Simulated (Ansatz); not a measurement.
# LaNbO: the cost of one run

Method: DFT PBE, scalar-relativistic, plane waves, PAW, unless a step names another level, in Ansatz 0.2.0.

## (1) The system as given

The structure is tetragonal, space group P4/nmm (No. 129). Conventional cell: a = 3.605 Å, b = 3.605 Å, c = 8.425 Å, α = 90.00°, β = 90.00°, γ = 90.00°. Around La (site symmetry 4mm) lie 5 O at 2.55 to 2.74 Å. Around Nb (site symmetry 4mm) lie 1 O at 2.28 Å. Around O (site symmetry 4mm) lie 1 Nb at 2.28 Å and 5 La at 2.55 to 2.74 Å.

Coordinates:

```cif
data_structure
_symmetry_space_group_name_H-M 'P 1'
_symmetry_Int_Tables_number 1
_cell_length_a 3.6047
_cell_length_b 3.6047
_cell_length_c 8.4253
_cell_angle_alpha 90.000
_cell_angle_beta 90.000
_cell_angle_gamma 90.000
_cell_volume 109.48
loop_
_atom_site_label
_atom_site_type_symbol
_atom_site_fract_x
_atom_site_fract_y
_atom_site_fract_z
_atom_site_occupancy
La1 La 0.50000 0.00000 0.83628 1
La2 La 0.00000 0.50000 0.16372 1
Nb1 Nb 0.00000 0.50000 0.56740 1
Nb2 Nb 0.50000 0.00000 0.43260 1
O1 O 0.00000 0.50000 0.83847 1
O2 O 0.50000 0.00000 0.16153 1
```

It came out lowest among 23 distinct ends of the trial cells. At a tolerance of 0.05 Å it has space group P4/nmm (No. 129).

## (2) A stricter relaxation, on the response runs' mesh and smearing

Contents of input.yaml:

```yaml
crystal:
  lattice:
    - [3.6047233297, 0.0, 0.0]
    - [0.0, 3.6047233297, 0.0]
    - [0.0, 0.0, 8.4253155988]
  atoms:
    - { symbol: La, position: [0.5, 0.0, 0.8362831889] }
    - { symbol: La, position: [0.0, 0.5, 0.1637168111] }
    - { symbol: Nb, position: [0.0, 0.5, 0.5673950101] }
    - { symbol: Nb, position: [0.5, 0.0, 0.4326049899] }
    - { symbol: O, position: [0.0, 0.5, 0.8384693334] }
    - { symbol: O, position: [0.5, 0.0, 0.1615306666] }
basis:
  ecutwfc: 420
kpoints:
  mp_grid: { grid: [8, 8, 4] }
hamiltonian:
  xc: pbe
scf:
  occupations: { method: gaussian, width: 0.1 }
output:
  forces: true
  stress: true
  eigenvalues: true
relax:
  adjacent_minimum: "off"
  f_tol: 0.001
  max_steps: 60
  cell: { stress_tol: 0.01 }
```

On the command line:

```sh
$ ansatz run input.yaml --threads 3 --pin off --max-ram 7680MiB --backend cpu --events-out ev --progress --plain --runs-dir out
```

What time and memory should one allow on 3 threads of Arm Neoverse V1, shared host?

About 24 s, with a peak of 0.52 GiB.
